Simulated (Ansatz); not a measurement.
# Si3Ge3N8: the band gap up the ladder of functionals

The task here is to estimate one member of a computed series from the others.

Program: Ansatz 0.2.0. PAW datasets, plane waves. Simulation only: spin-unpolarised, and no claim that this is the phase found in nature.

## Starting point

The cell was relaxed beforehand with r2SCAN.

The symmetry is P-6 (No. 174, hexagonal); conventional cell a = 7.821 Å, c = 2.990 Å, 11.31 Å³ an atom. Around Ge lie 4 N at 1.82–1.85 Å; around Si lie 4 N at 1.73–1.75 Å; around N lie 3 Ge at 1.83 Å; around N lie 3 Si at 1.73 Å; around N lie 2 Si at 1.75 Å and 1 Ge at 1.85 Å.

As a file:

Space group P-6 (No. 174). a = 7.821 Å, b = 7.821 Å, c = 2.990 Å, α = 90.00°, β = 90.00°, γ = 120.00°
| atom | site | symmetry | x | y | z |
| --- | --- | --- | --- | --- | --- |
| Ge | 3k | m.. | 0.2286 | 0.8295 | 0.5000 |
| Si | 3j | m.. | 0.4131 | 0.2374 | 0.0000 |
| N | 1d | -6.. | 0.3333 | 0.6667 | 0.5000 |
| N | 1e | -6.. | 0.6667 | 0.3333 | 0.0000 |
| N | 3k | m.. | 0.9594 | 0.6548 | 0.5000 |
| N | 3j | m.. | 0.2976 | 0.9824 | 0.0000 |

Set-up of the first run:

The input, input.yaml:

```yaml
crystal:
  lattice:
    - [7.8205132317, 0.0, 0.0]
    - [-3.9102566159, 6.7727631293, 0.0]
    - [0.0, 0.0, 2.9901686613]
  atoms:
    - { symbol: Ge, position: [0.2285507797, 0.8294617145, 0.5] }
    - { symbol: Si, position: [0.4131326549, 0.2374198758, 0.0] }
    - { symbol: Si, position: [0.8242872209, 0.5868673451, 0.0] }
    - { symbol: Ge, position: [0.1705382855, 0.3990890652, 0.5] }
    - { symbol: Ge, position: [0.6009109348, 0.7714492203, 0.5] }
    - { symbol: Si, position: [0.7625801242, 0.1757127791, 0.0] }
    - { symbol: "N", position: [0.3333333333, 0.6666666667, 0.5] }
    - { symbol: "N", position: [0.6666666667, 0.3333333333, 0.0] }
    - { symbol: "N", position: [0.9593780574, 0.6548290965, 0.5] }
    - { symbol: "N", position: [0.2976273534, 0.9823515488, 0.0] }
    - { symbol: "N", position: [0.6847241954, 0.7023726466, 0.0] }
    - { symbol: "N", position: [0.3451709035, 0.3045489609, 0.5] }
    - { symbol: "N", position: [0.0176484512, 0.3152758046, 0.0] }
    - { symbol: "N", position: [0.6954510391, 0.0406219426, 0.5] }
kpoints:
  mp_grid: { grid: [6, 6, 8] }
  band_path:
    path:
      - [[0.0, 0.0, 0.0], [0.5, 1.778757742278e-17, 1.014940570479e-34], [0.3333333333333, 0.3333333333333, 1.183022839289e-34], [0.0, 0.0, 0.0], [-1.5974879655e-50, 7.659273957677e-51, 0.5], [0.5, 1.778757742278e-17, 0.5], [0.3333333333333, 0.3333333333333, 0.5], [-1.5974879655e-50, 7.659273957677e-51, 0.5]]
      - [[0.5, 1.778757742278e-17, 0.5], [0.5, 1.778757742278e-17, 1.014940570479e-34]]
      - [[0.3333333333333, 0.3333333333333, 0.5], [0.3333333333333, 0.3333333333333, 1.183022839289e-34]]
    npoints: 10
hamiltonian:
  xc: pbe
scf:
  occupations: { method: fermi_dirac, width: 0.02 }
  n_extra_bands: 7
output:
  forces: true
  stress: true
  eigenvalues: true
  write_density: true
  write_potential: true
  elf: true
  volumetric_format: npy
```

Among the steps run: PBE bands along the symmetry lines; r2SCAN at the same geometry; HSE06 at the same geometry; PBE+SOC; Single point with PBE0.

One of the session's tables, all rows but one given; the rest of the session is left out.

```
  level  gap (eV)
    PBE      3.27
 r2SCAN      3.79
  HSE06         ?
PBE+SOC      3.27
   PBE0      5.57
```

**Question.** Estimate the row for HSE06.

As computed: gap (eV): 4.82. In the column «gap (eV)» it lies between r2SCAN (3.79) and PBE0 (5.57).

Meshes: PBE 6×6×8, r2SCAN 6×6×8, HSE06 3×3×6, PBE+SOC 6×6×8, PBE0 3×3×6

PBE reaches 68 % of the HSE06 value, and r2SCAN 79 %. PBE0 lies 0.74 eV above HSE06, which differs from it by screening the long-range exchange.

To keep in mind: Warnings in the runs' records: stress scf threshold loose, stress exchange threshold loose.
